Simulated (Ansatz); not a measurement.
Geometry optimisation, Ansatz 0.2.0, DFT PBE, scalar-relativistic, plane waves, PAW.

Input:

```yaml
crystal:
  lattice:
    - [-4.9501, -4.9501, 0.0]
    - [4.9501, -4.9501, 0.0]
    - [0.0, 0.0, 6.876]
  atoms:
    - { symbol: Si, position: [0.1973, 0.5, 0.0] }
    - { symbol: Si, position: [0.0, 0.1973, 0.25] }
    - { symbol: Si, position: [0.8027, 0.5, 0.5] }
    - { symbol: Si, position: [0.0, 0.8027, 0.75] }
    - { symbol: O, position: [0.3263, 0.5651, 0.1817] }
    - { symbol: O, position: [0.9349, 0.3263, 0.4317] }
    - { symbol: O, position: [0.6737, 0.4349, 0.6817] }
    - { symbol: O, position: [0.0651, 0.6737, 0.9317] }
    - { symbol: O, position: [0.9349, 0.6737, 0.5683] }
    - { symbol: O, position: [0.6737, 0.5651, 0.3183] }
    - { symbol: O, position: [0.0651, 0.3263, 0.0683] }
    - { symbol: O, position: [0.3263, 0.4349, 0.8183] }
    - { symbol: Si, position: [0.6973, 0.0, 0.0] }
    - { symbol: Si, position: [0.5, 0.6973, 0.25] }
    - { symbol: Si, position: [0.3027, 0.0, 0.5] }
    - { symbol: Si, position: [0.5, 0.3027, 0.75] }
    - { symbol: O, position: [0.8263, 0.0651, 0.1817] }
    - { symbol: O, position: [0.4349, 0.8263, 0.4317] }
    - { symbol: O, position: [0.1737, 0.9349, 0.6817] }
    - { symbol: O, position: [0.5651, 0.1737, 0.9317] }
    - { symbol: O, position: [0.4349, 0.1737, 0.5683] }
    - { symbol: O, position: [0.1737, 0.0651, 0.3183] }
    - { symbol: O, position: [0.5651, 0.8263, 0.0683] }
    - { symbol: O, position: [0.8263, 0.9349, 0.8183] }
    - { symbol: Au, position: [0.7629123, 0.35401732, 1.10480813], spin: 1.0 }
magnetization:
  spin_polarized: true
basis:
  ecutwfc: 420.0
kpoints:
  mp_grid: { grid: [2, 2, 2] }
hamiltonian:
  xc: pbe
  pseudopotentials: { kind: paw, azcp: { folder: soft_1 } }
scf:
  occupations: { method: gaussian, width: 0.05 }
  lower_state_search: "off"
relax:
  f_tol: 0.03
  max_steps: 60
  adjacent_minimum: "off"
output:
  write_density: true
  write_potential: true
  elf: true
  volumetric_format: npy
```

Launched with:

```bash
$ ansatz run input.yaml --threads 4 --pin off --max-ram 10240MiB --backend cpu --events-out ev --progress --plain --runs-dir out
```

Question: Where does it end, and by what steps?

Answer: It converged. The force dipped under the threshold on the way, but the program's further checks kept it going. Limits of this set-up: coarse k mesh. After 11 steps the energy has fallen by 4.405 eV; Au25 moved furthest, 1.19 Å. Parted: O10–Au25, O11–Au25, Si13–Au25, O17–Au25, O20–Au25.

```json
{"step": "0", "energy less start (eV)": "0.0000", "largest force component (eV/Å)": "7.826", "accepted": "yes"}
{"step": "1", "energy less start (eV)": "-1.9949", "largest force component (eV/Å)": "3.485", "accepted": "yes"}
{"step": "2", "energy less start (eV)": "-3.1341", "largest force component (eV/Å)": "1.490", "accepted": "yes"}
{"step": "3", "energy less start (eV)": "-3.7016", "largest force component (eV/Å)": "0.612", "accepted": "yes"}
{"step": "4", "energy less start (eV)": "-4.0185", "largest force component (eV/Å)": "0.249", "accepted": "yes"}
{"step": "5", "energy less start (eV)": "-4.2004", "largest force component (eV/Å)": "0.149", "accepted": "yes"}
{"step": "6", "energy less start (eV)": "-4.3323", "largest force component (eV/Å)": "0.122", "accepted": "yes"}
{"step": "7", "energy less start (eV)": "-4.3926", "largest force component (eV/Å)": "0.054", "accepted": "yes"}
{"step": "8", "energy less start (eV)": "-4.3970", "largest force component (eV/Å)": "0.234", "accepted": "yes"}
{"step": "9", "energy less start (eV)": "-4.4047", "largest force component (eV/Å)": "0.015", "accepted": "yes"}
{"step": "10", "energy less start (eV)": "-4.4048", "largest force component (eV/Å)": "0.041", "accepted": "yes"}
{"step": "11", "energy less start (eV)": "-4.4051", "largest force component (eV/Å)": "0.018", "accepted": "yes"}
```

```xyz
25
Lattice="-4.9501 -4.9501 0.0000 4.9501 -4.9501 0.0000 0.0000 0.0000 6.8760" Properties=species:S:1:pos:R:3
Si 1.228 -3.670 0.032
Si 0.961 -1.033 1.474
Si -1.681 -6.573 3.464
Si 3.860 -3.922 5.452
O 0.769 -4.430 1.409
O -3.032 -6.644 2.594
O -1.721 -5.200 4.323
O 2.815 -4.033 6.707
O -1.765 -7.925 4.332
O -0.306 -6.621 2.608
O 0.856 -2.085 0.225
O 0.464 -4.137 5.535
Si -3.338 -3.273 0.024
Si 1.038 -5.924 2.020
Si -1.285 -1.231 3.470
Si -1.026 -3.860 4.920
O -3.433 -4.517 1.056
O 2.084 -5.865 3.262
O 4.140 -5.389 4.809
O -1.954 -3.229 6.079
O -0.957 -2.809 3.684
O -0.504 -0.762 2.123
O 1.670 -6.846 0.856
O 0.373 -8.296 5.858
Au -1.278 -6.158 6.914
```

Whether the end is a true minimum wasn't checked by a vibrational analysis.

The run took 3.7 min on 4 threads of Arm Neoverse V1, with other jobs on the host, peak memory 1.2 GiB.
